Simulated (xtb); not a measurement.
# doublet CH5GeNS+: GFN2-xTB (alp 0.6, hydrogen mass 1 u, kpush 0.09, md dump 12 fs)

Wanted: a short trajectory of doublet CH5GeNS+. 

The calculation is run with xtb 6.7.1.

5 further runs of the same task are left out: 1 that didn't finish, 4 set aside as unsound or not needed.

### Step 1. The structure to begin with

CH5GeNS+: 9 atoms, total charge +1, spin state doublet. SMILES of the parent species: `[NH2][GeH]1[CH2][S]1`. The shape was relaxed beforehand at GFN2-xTB. This is one conformer, not always the lowest. The run starts from this shape.

Bond lengths: N1–Ge2 1.813 Å, Ge2–C3 1.924 Å, Ge2–S4 2.185 Å, C3–S4 1.899 Å, N1–H5 1.010 Å, N1–H6 1.011 Å, Ge2–H7 1.498 Å, C3–H8 1.083 Å, C3–H9 1.081 Å. Some angles: N1–Ge2–C3 116.8°, N1–Ge2–S4 119.9°, C3–Ge2–S4 54.6°, Ge2–C3–S4 69.7°, Ge2–S4–C3 55.7°, N1–Ge2–H7 110.9°, C3–Ge2–H7 122.8°, S4–Ge2–H7 121.5°, Ge2–N1–H5 117.3°, Ge2–N1–H6 115.4°.

### Step 2. A short trajectory at GFN2-xTB (alp 0.6, hydrogen mass 1 u, kpush 0.09, md dump 12 fs)

Input file input.inp:

```
$md
   temp=700
   time=0.3
   step=1
   dump=12
   hmass=1
   shake=0
   sccacc=5
$metadyn
   kpush=0.09
   alp=0.6
$wall
   potential=logfermi
   sphere: 8.1, all
$end
```

Input file coord:

```
$coord
     -1.163957909202      2.751686901851     -1.381144132705  n
      0.922847752961      0.074795360013     -0.919427348675  ge
      0.580637249053     -1.749924185926      2.207464675220  c
     -0.651275211591     -3.721626629838     -0.526987924374  s
     -1.222463830020      3.526701380083     -3.124076331970  h
     -2.954019878015      2.513770382761     -0.755304634752  h
      3.423579025462      0.517142451265     -2.171276419934  h
     -0.922054067989     -1.311942362021      3.524754962174  h
      2.153758658758     -2.688097617758      3.113474968411  h
$end
```

Command:

```
$ xtb coord --metadyn 10 --input input.inp --gfn 2 --chrg 1 -u 1 > xtb.out 2> xtb.err
```

Q: Predict the results. Wanted: potential energy of the last frame.

Answer, from the run:

At GFN2-xTB (alp 0.6, hydrogen mass 1 u, kpush 0.09, md dump 12 fs):

```
                          quantity         value
potential energy of the last frame  -12.23760 Eh
```
